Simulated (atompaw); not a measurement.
**A PAW (atompaw) potential for Ga, from input to tests**

Do these settings give a usable potential? It is generated, then checked for scattering, ghosts and hardness.

Method: atompaw 4.2.0.5, PBE, scalar-relativistic.

## (1) The design

The settings as typed:

- element: gallium (Ga, Z = 31)
- type: PAW
- frozen core: [Ar] 3d10
- valence charge: 3
- reference configuration: 4s2 4p1
- partial waves: 4s (bound): rc 2.00 bohr; 4s channel at 0.5 Ry: rc 2.00 bohr; 4p (bound): rc 1.80 bohr; 4p channel at 0.75 Ry: rc 2.00 bohr; 4d channel at 0.05 Ry: rc 1.80 bohr; 4d channel at 1.3 Ry: rc 1.80 bohr
- local potential: troulliermartins scheme with l = 3 at 0 Ry, radius 1.35 bohr
- core correction: smooth core density matched at 1.90 bohr
- augmentation charge: sinc compensation charge, radius 1.95 bohr; PAW radius 2.00 bohr; waves and projectors: custom polynom2 7 10 vanderbiltortho

The nodes and maxima of the atom's own shells, from an earlier all-electron run, set the scale for the radii.

All-electron outer shells of the reference configuration (PBE, scalar-relativistic, ld1.x):

```
shell  level (eV)  outermost node (bohr)  outermost maximum (bohr)
   3p      -98.86                   0.24                      0.56
   3d      -19.15                      –                      0.53
   4s       -8.95                   0.81                      1.90
   4p       -2.58                   0.87                      2.53
```

## (2) The generation run

Contents of Ga.input:

```
Ga 31
GGA-PBE scalarrelativistic loggrid 1500 logderivrange -3 5 201
4 4 3 0 0 0
4 1 1
0 0 0
c
c
c
v
c
c
v
c
2
2.00 1.95 1.35 1.90
y
0.5
n
y
0.75
n
y
0.05
y
1.3
n
custom polynom2 7 10 vanderbiltortho sinc
3 0 troulliermartins
2.00
2.00
1.80
2.00
1.80
1.80
PWSCFOUT
UPFDX 0.0125d0 UPFXMIN -7.d0 UPFZMESH 31.d0
END
```

Command:

```bash
$ atompaw < Ga.input > Ga.log
```

What does the calculation give? Wanted: cutoffs for 10 and 1 mRy, occupied levels; bound ghosts; largest phase difference near zero energy, channels read; lowest eigenvalue of the overlap; share of valence orbitals outside the PAW sphere; UPF file.

**Answer**, as computed:

```
                                                quantity                                              value
               cutoffs for 10 and 1 mRy, occupied levels                                    15 Ry and 18 Ry
                                            bound ghosts  s at -10025.44 eV, p at -48.95 eV, d at -18.74 eV
largest phase difference near zero energy, channels read                                          0.002 rad
         lowest eigenvalue of the overlap (Bessel basis)                                          0.003 (s)
        share of valence orbitals outside the PAW sphere                                   4s 60 %, 4p 84 %
                                                UPF file                                            written
```

**Reading.** A bound ghost (s, p, d) makes it unfit for use: electrons can fall into a state that the atom doesn't have. Close by lie the frozen 1s level (-10230.0 eV) and 3d level (-19.2 eV). The overlap operator is nearly singular (0.003). By its cutoff, 15 Ry for the looser tolerance, it is soft on the atom at that tolerance. The slowest occupied level is 4s: taken alone it needs 15 Ry to come within 1 mRy, against 12 Ry for 4p. Near zero energy the phases of the channels with partial waves agree within 0.002 rad. These are tests on the free atom; a crystal test is still owed.
